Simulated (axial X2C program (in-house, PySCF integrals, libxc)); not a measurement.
# GaCN: bond lengths and stretches, held linear

An exercise on one series of results from a longer session: the logs are not shown, and one member is left open.

Program: an in-house X2C program for linear molecules on PySCF integrals. Level of theory: all-electron X2C, two-component (2c) or spin-free, Ga dyall-v3z, C dyall-v3z, N dyall-av3z. These are calculated values, not measurements.

All values are calculated.

1 further run of the same task is left out (set aside as unsound or not needed).

Set-up of the first run:

Input file task.json:

```json
{"zs": [31, 6, 7], "q": 0, "bas": ["dyall-v3z", "dyall-v3z", "dyall-av3z"], "r0": [1.94, 1.16], "symm": 0, "scan": ["PBE0", "HF", "LDA"], "levels": ["PBE0", "HF", "LDA"], "nst": 2}
```

Keys: zs atomic numbers; q charge; bas basis sets; r0 starting distance in Å; symm equal bonds; scan levels of the two-bond scan (MP2 follows by itself at each HF point); levels methods; nst determinants followed.

Started as:

```
> python solin.py task.json out
```

Masses Ga 68.926, C 12.000, N 14.003 u.

Steps of the session up to this table: Scan at PBE0, 2c; Scan at HF, 2c; Scan at LDA, 2c.

One of the session's tables, all rows but one given; the rest of the session is left out.

```
          level  r(Ga–C) (Å)  r(C–N) (Å)  lower stretch (cm⁻¹)  upper stretch (cm⁻¹)
       PBE0, 2c        2.080       1.157                 359.2                2264.6
         HF, 2c            ?           ?                     ?                     ?
        LDA, 2c        2.053       1.163                 363.0                2199.5
        MP2, 2c        2.063       1.180                 367.5                2053.5
PBE0, spin-free        2.079       1.157                 359.4                2264.7
  HF, spin-free        2.094       1.135                 362.1                2449.7
 LDA, spin-free        2.053       1.163                 363.2                2199.5
 MP2, spin-free        2.063       1.180                 367.7                2053.5
```

Estimate the missing values for HF, 2c.

The run gave: r(Ga–C) (Å): 2.095; r(C–N) (Å): 1.135; lower stretch (cm⁻¹): 362.0; upper stretch (cm⁻¹): 2449.6. In the column «r(Ga–C) (Å)» it is the highest.

Scans not shown above were run alike.

MP2 freezes inner shells (threshold -2 hartree). The molecule was held linear; bending was not examined, so a bent shape may lie lower.
